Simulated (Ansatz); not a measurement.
This script for an atomisation energy of C2H7NSn, SMILES C[CH2][Sn][NH2] with Ansatz 0.2.0 through its Python package holds a mistake.

`run_tae.py`
```python
"""Atomisation energy of C2H7NSn at the given geometry."""

from collections import Counter

import ansatz as az
from ase import Atoms


def energy_of(molecule, charge=0, unpaired=0):
    calc = (
        molecule.calculation()
        .basis(gaussian="cc-pVTZ-JKFIT")
        .functional("r2scan0")
    )
    if charge:
        calc = calc.charge(charge)
    if unpaired:
        calc = calc.spin("collinear", total=unpaired)
    report = calc.run(threads=1).report
    if report["published_state_doubts"]:
        print("  doubts:", report["published_state_doubts"])
    return report["free_energy_ev"]

atoms = Atoms(["C", "C", "Sn", "N", "H", "H", "H", "H", "H", "H", "H"], positions=[
    (-0.8194, 0.9594, 0.3144),
    (-0.3625, -0.1965, 1.087),
    (1.6032, -0.6933, 0.4556),
    (1.7156, -1.0722, -1.5575),
    (-0.8868, 0.7597, -0.7995),
    (-1.8964, 1.275, 0.6333),
    (-0.1801, 1.8821, 0.4778),
    (-0.9834, -1.0494, 0.9046),
    (-0.349, 0.0605, 2.2148),
    (0.8883, -1.7819, -1.7022),
    (1.336, -0.2004, -2.0077),
])
geometry = az.Crystal.molecule_from_ase(atoms)

# Hund ground states
unpaired = {"C": 2, "Sn": 2, "N": 3, "H": 1}
counts = Counter(site.symbol for site in geometry.cartesian_sites)
atom_energy = {s: energy_of(az.Crystal.molecule().atom(s, (0, 0, 0)), 0, unpaired[s]) for s in counts}
whole = energy_of(geometry, 0, 0)
for s, e in atom_energy.items():
    print(f"{s:2s} x{counts[s]}  {e:14.5f} eV")
print(f"C2H7NSn: {whole:.5f} eV")
split = sum(counts[s] * e for s, e in atom_energy.items()) - whole
print(f"atomisation energy (no zero-point term): {split:.3f} eV, {split / sum(counts.values()):.3f} eV an atom")
```

Output of `python run_tae.py`:
```text
Traceback (most recent call last):
  File "run_tae.py", line 42, in <module>
    atom_energy = {s: energy_of(az.Crystal.molecule().atom(s, (0, 0, 0)), 0, unpaired[s]) for s in counts}
                      ~~~~~~~~~^^^^^^^^^^^^^^^^^^^^^^^^^^^^^^^^^^^^^^^^^^^^^^^^^^^^^^^^^^
  File "run_tae.py", line 19, in energy_of
    report = calc.run(threads=1).report
             ~~~~~~~~^^^^^^^^^^^
  ...
ansatz.GaussianBasisError: pseudopotentials/gaussian/cc-pvtz-jkfit.bse: the basis set cc-pVTZ-JKFIT has no functions for Sn
```
(Library frames cut from the traceback.)

Why does it end like this?

The fault: a fitting set is used as the orbital basis. Mended:

```diff
--- before
+++ after
@@ -11,3 +11,3 @@
         molecule.calculation()
-        .basis(gaussian="cc-pVTZ-JKFIT")
+        .basis(gaussian="def2-TZVP")
         .functional("r2scan0")
```

With that change:

`python run_tae.py` gives:
```text
C  x2     -1029.51733 eV
Sn x1     -5831.54503 eV
N  x1     -1485.23672 eV
H  x7       -13.60215 eV
C2H7NSn: -9508.72365 eV
atomisation energy (no zero-point term): 37.692 eV, 3.427 eV an atom
```

Notes:
- Total energies depend on the basis set; only differences at equal settings carry meaning.
- The geometry is a force-field or estimated start, not a minimum of this method, and the basis set is short of its limit. All parts are taken at fixed geometry, without zero-point energy.
- def2 sets replace the cores of elements past krypton by effective core potentials.
- The spin-orbit lowering of heavy atoms is left out.
- Wall time of the script: 7.9 s on 1 thread of Intel(R) Xeon(R) 6975P-C (Granite Rapids), with other jobs on the host, peak memory 0.42 GiB.

(Lines on the test bed's own set-up are left out of the output.)
